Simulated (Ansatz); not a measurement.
Working through a ranking of polymorphs by energy of 2 structures of Mo

With the Python package of Ansatz (0.2.0).

Interactive session:
```pycon
>>> import warnings
>>> import ansatz as az
>>> from ase import Atoms
>>> import numpy as np
>>> import spglib
>>> def solve(name, crystal):
...     calc = crystal.calculation()
...     calc = calc.functional("pbesol")
...     calc = calc.basis(35 * az.Ry)
...     calc = calc.kpoints(spacing=0.3)
...     calc = calc.occupations("fermi_dirac", width=0.05).stress()
...     calc = calc.band_table()
...     calc = calc.relax(force_tolerance=0.02, max_steps=40, cell=True)
...     return calc.run(threads=1, backend="cpu")
...
>>> def volume_per_atom(outcome):
...     return abs(np.linalg.det(outcome.lattice.cell_ang)) / len(outcome.lattice.sites)
...
>>> def space_group(outcome):
...     sites = outcome.report["lattice"]["sites"]
...     kinds = sorted({site["symbol"] for site in sites})
...     cell = (outcome.lattice.cell_ang, [site["position_frac"] for site in sites], [kinds.index(site["symbol"]) for site in sites])
...     return spglib.get_spacegroup(cell, symprec=0.01)
...
>>> def pressure_gpa(outcome):
...     return float(np.trace(outcome.report["stress_gpa"]) / 3)
...
>>> warnings.simplefilter("ignore", az.DeckWarning)
>>> phases = {}
>>> p6_mmm = (
...     az.Lattice.of((2.73551, 0.0, 0.0), (-1.36776, 2.36902, 0.0), (0.0, 0.0, 2.55518))
...     .atom("Mo", (0.0, 0.0, 0.5))
... )
>>> phases["P6/mmm"] = p6_mmm
>>> atoms = Atoms(
...     ["Mo"],
...     scaled_positions=[
...         (0.0, 0.0, 0.0),
...     ],
...     cell=[
...         (-1.57342, 1.57342, 1.57342),
...         (1.57342, -1.57342, 1.57342),
...         (1.57342, 1.57342, -1.57342),
...     ],
...     pbc=True,
... )
>>> im_3m = az.Crystal.from_ase(atoms)
>>> phases["Im-3m"] = im_3m
>>> done = {}
>>> for name, crystal in phases.items():
...     try:
...         done[name] = solve(name, crystal)
...     except az.NonConvergedError as error:
...         print(name, "did not converge:", str(error)[:120])
...

>>> energy = {name: o.report["energy_sigma0_ev"] / len(o.lattice.sites) for name, o in done.items()}
>>> lowest = min(energy.values())
>>> rows = [(name, len(o.lattice.sites), 1000 * (energy[name] - lowest), volume_per_atom(o), space_group(o), pressure_gpa(o)) for name, o in done.items()]
>>> rows.sort(key=lambda row: row[2])
>>> print("     phase       atoms  dE (meV/atom)  V (A^3/atom)  space group     P (GPa)")
     phase       atoms  dE (meV/atom)  V (A^3/atom)  space group     P (GPa)
>>> for row in rows:
...     print(f"{str(row[0]):>10}  {row[1]:10d}  {row[2]:13.1f}  {row[3]:12.3f}  {str(row[4]):>11}  {row[5]:10.2f}")
...
     Im-3m           1            0.0        15.296  Im-3m (229)        0.01
    P6/mmm           1          910.4        16.329  P6/mmm (191)       -0.01
>>> print("order:", " < ".join(row[0] for row in rows))
order: Im-3m < P6/mmm
```

By space group at the end of each run: Im-3m (+0 meV an atom, 15.3 Å³) and P6/mmm (+910 meV an atom, 16.3 Å³).

Caveats:
- For the metals among these phases the mesh is modest: differences between phases can be off by up to 40 meV an atom.
- Pressure is positive in compression.
- The cells come from databases of deposited and of computed structures, and not all need be stable phases.
- The ranking holds among these structures alone, at zero temperature; the ground state may be another structure. Differences under about 40 meV an atom lie within the error of mesh and functional.
- Finished in 8.2 s on 1 thread of Arm Neoverse V2, on a shared host, peak memory 0.36 GiB.

(Lines on the test bed's own set-up are left out of the output.)
